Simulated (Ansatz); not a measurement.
AlBrFH, SMILES [F][AlH][Br], a rigid scan of one bond length

Computed with Ansatz 0.2.0, Python API.

`scan.py`
```python
"""Stretching a bond of AlBrFH, the rest held rigid."""

import ansatz as az
import numpy as np

geometry_ang = [
    ("F", (0.8992, -0.8733, 1.4321)),
    ("Al", (0.1096, 0.0967, 0.0635)),
    ("Br", (-1.692, -0.8478, -1.2112)),
    ("H", (0.7386, 1.5641, -0.3047)),
]
molecule = az.Crystal.molecule()
for symbol, xyz in geometry_ang:
    molecule = molecule.atom(symbol, xyz)

symbols = [site.symbol for site in molecule.cartesian_sites]
start = np.array([site.position_ang for site in molecule.cartesian_sites])
axis = (start[2] - start[1]) / np.linalg.norm(start[2] - start[1])
moving = [2]
lengths, energies = [2.112, 2.209, 2.305, 2.401, 2.497, 2.593, 2.689, 2.833], []
for length in lengths:
    xyz = start.copy()
    xyz[moving] += (length - np.linalg.norm(start[2] - start[1])) * axis
    point = az.Crystal.molecule()
    for symbol, place in zip(symbols, xyz):
        point = point.atom(symbol, place.tolist())
    calc = (
        point.calculation()
        .basis(gaussian="def2-SVP")
        .functional("r2scan")
    )
    r = calc.run(threads=1, backend="cpu").report
    energies.append(r["free_energy_ev"])
    print(f"r = {length:6.3f} A  E = {energies[-1]:.5f} eV  <S^2> = {abs(r['mean_field']['state']['spin_squared']):.3f}")

# quartic fit about the minimum
fit = np.polynomial.Polynomial.fit(lengths, np.array(energies) - min(energies), 4).convert()
roots = [r.real for r in fit.deriv().roots() if abs(r.imag) < 1e-9 and fit.deriv(2)(r.real) > 0]
r_e = min(roots, key=lambda r: abs(r - lengths[int(np.argmin(energies))]))
print(f"minimum of the fit at {r_e:.4f} A, force constant {fit.deriv(2)(r_e):.2f} eV/A^2")
```

```console
$ python scan.py
r =  2.112 A  E = -79364.63763 eV  <S^2> = 0.000
r =  2.209 A  E = -79364.76154 eV  <S^2> = 0.000
r =  2.305 A  E = -79364.72899 eV  <S^2> = 0.000
r =  2.401 A  E = -79364.59288 eV  <S^2> = 0.000
r =  2.497 A  E = -79364.38910 eV  <S^2> = 0.000
r =  2.593 A  E = -79364.14307 eV  <S^2> = 0.000
r =  2.689 A  E = -79363.87286 eV  <S^2> = 0.000
r =  2.833 A  E = -79363.44930 eV  <S^2> = 0.000
minimum of the fit at 2.2333 A, force constant 14.96 eV/A^2
```

Caveats:
- Total energies depend on the basis set; only differences at equal settings carry meaning.
- The rest of the molecule is held rigid at a force-field or estimated start geometry, and the basis set is modest; single-reference methods fail as a bond breaks.
- The orbitals are restricted, so S² is zero by construction.
- It ran for 18 s on 1 thread of Intel(R) Xeon(R) Platinum 8259CL CPU @ 2.50GHz (Skylake/Cascade Lake), on a shared host, peak memory 0.2 GiB.
